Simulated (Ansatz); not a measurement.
# C4H10BN: the cost of one run

All numbers below are computed with Ansatz 0.2.0 (RKS B3LYP-D4/6-31G).

### Step 1. The starting structure

Bond lengths (14 of 16 bonds, heavy atoms first): C1–C2 1.555 Å, C2–C3 1.571 Å, C3–C4 1.532 Å, C3–B5 1.545 Å, C3–N6 1.402 Å, B5–N6 1.558 Å, C1–H7 1.117 Å, C1–H8 1.126 Å, C1–H9 1.059 Å, C2–H10 1.137 Å, C2–H11 1.101 Å, C4–H12 1.054 Å, C4–H13 1.135 Å, C4–H14 1.175 Å. Angles (14 of 30 angles, heavy atoms first): C1–C2–C3 113.5°, C2–C3–C4 116.2°, C2–C3–B5 115.7°, C2–C3–N6 116.1°, C4–C3–B5 116.9°, C4–C3–N6 118.0°, B5–C3–N6 63.6°, C3–B5–N6 53.7°, C3–N6–B5 62.7°, C1–C2–H10 108.1°, C1–C2–H11 108.0°, C3–C2–H10 111.5°, C3–C2–H11 109.7°, C2–C1–H7 106.5°.

Coordinates:

```xyz
16

C     0.5744   -1.8956    0.1309
C     0.7496   -0.4408    0.6514
C    -0.2655    0.5774    0.0187
C    -0.0778    0.8834   -1.4702
B    -0.6874    1.7538    0.9268
N    -1.5727    0.5372    0.5230
H    -0.4922   -2.1721    0.3143
H     0.7704   -1.8771   -0.9774
H     1.2182   -2.5380    0.6742
H     0.6686   -0.4591    1.7853
H     1.7808   -0.1230    0.4304
H     0.8928    1.2199   -1.7063
H    -0.4311   -0.0184   -2.0617
H    -0.8991    1.6736   -1.7557
H    -0.6214    2.9040    1.1663
H    -1.6304   -0.0476    1.3942
```

### Step 2. End point A

File input.yaml:

```yaml
crystal:
  periodic: [false, false, false]
  atoms:
    - { symbol: C, position_ang: [0.5744, -1.8956, 0.1309] }
    - { symbol: C, position_ang: [0.7496, -0.4408, 0.6514] }
    - { symbol: C, position_ang: [-0.2655, 0.5774, 0.0187] }
    - { symbol: C, position_ang: [-0.0778, 0.8834, -1.4702] }
    - { symbol: B, position_ang: [-0.6874, 1.7538, 0.9268] }
    - { symbol: "N", position_ang: [-1.5727, 0.5372, 0.523] }
    - { symbol: H, position_ang: [-0.4922, -2.1721, 0.3143] }
    - { symbol: H, position_ang: [0.7704, -1.8771, -0.9774] }
    - { symbol: H, position_ang: [1.2182, -2.538, 0.6742] }
    - { symbol: H, position_ang: [0.6686, -0.4591, 1.7853] }
    - { symbol: H, position_ang: [1.7808, -0.123, 0.4304] }
    - { symbol: H, position_ang: [0.8928, 1.2199, -1.7063] }
    - { symbol: H, position_ang: [-0.4311, -0.0184, -2.0617] }
    - { symbol: H, position_ang: [-0.8991, 1.6736, -1.7557] }
    - { symbol: H, position_ang: [-0.6214, 2.904, 1.1663] }
    - { symbol: H, position_ang: [-1.6304, -0.0476, 1.3942] }
basis:
  gaussian: { orbitals: "6-31G" }
hamiltonian:
  xc: b3lyp
  dispersion: d4
relax:
  f_tol: 0.015
  max_steps: 40
output:
  orbitals: {}
```

Started as:

```
> ansatz run input.yaml --threads 1 --pin off --max-ram 2048MiB --backend cpu --events-out ev --progress --plain --runs-dir out
```

Q: Estimate wall time and peak memory on 1 thread of Arm Neoverse V2, shared host.

About 51 s, with a peak of 0.18 GiB.
